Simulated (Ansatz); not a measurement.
Predict the output of the script below (Ansatz's Python interface).

`run_wannier.py`
```python
from pathlib import Path

import ansatz as az
from pymatgen.core import Lattice, Structure
from pymatgen.io.ase import AseAtomsAdaptor
import tomllib

XC = "lda"
KMESH = (7, 7, 2)
FILLING = "fixed"

pmg_structure = Structure(
    Lattice([[2.88432495, 0.0, 0.0], [-1.44216247, 2.49789868, 0.0], [0.0, 0.0, 9.33675446]]),
    ["Al", "Al", "O", "O", "O"],
    [
        [0.0, 0.0, 0.14999233],
        [0.0, 0.0, 0.85000767],
        [1 / 3, 2 / 3, 0.22231692],
        [2 / 3, 1 / 3, 0.0],
        [1 / 3, 2 / 3, 0.77768308],
    ],
)
crystal = az.Crystal.from_ase(AseAtomsAdaptor.get_atoms(pmg_structure))

job = (
    crystal.calculation()
    .functional(XC)
    .basis(34 * az.Ry)
    .kpoints(mesh=KMESH)
    .occupations(FILLING)
    .wannier(mesh=(5, 5, 2), projections=[az.TrialShell("O", "p")], minimise=True)
)
outcome = job.run(runs_dir="w90")
spreads = tomllib.loads(Path(outcome.output_folder, "results", "wannier.spreads.toml").read_text())
print("converged:", spreads["converged"], "in", spreads["n_iter"], "steps; least projectability", round(spreads["least_projectability"], 3))
print("invariant, diagonal, off-diagonal spread (A^2):", *(round(spreads[k], 4) for k in ("omega_i_ang2", "omega_d_ang2", "omega_od_ang2")))
for function in spreads["wannier"]:
    print("centre", [round(v, 3) for v in function["r"]], "spread", round(function["spread"], 4))
```

Running `python run_wannier.py` prints:
```text
converged: True in 174 steps; least projectability 0.822
invariant, diagonal, off-diagonal spread (A^2): 7.757 0.0014 0.0585
centre [-0.001, 1.666, 7.264] spread 0.8272
centre [0.001, 1.666, 2.073] spread 0.8272
centre [-0.011, 1.686, 2.005] spread 0.8327
centre [0.012, 1.686, 7.332] spread 0.8327
centre [-0.01, 1.643, 7.332] spread 0.8327
centre [0.01, 1.643, 2.005] spread 0.8327
centre [1.442, 0.833, 0.0] spread 0.9378
centre [1.383, 0.844, -0.0] spread 0.947
centre [1.502, 0.82, 0.0] spread 0.9471
```

The structure comes from a database of computed cells and needn't be a stable or known phase. Hardware and time: 5.5 s on 1 thread of Arm Neoverse V1 (shared host), peak memory 0.41 GiB.

(Lines on the test bed's own set-up are left out of the output.)
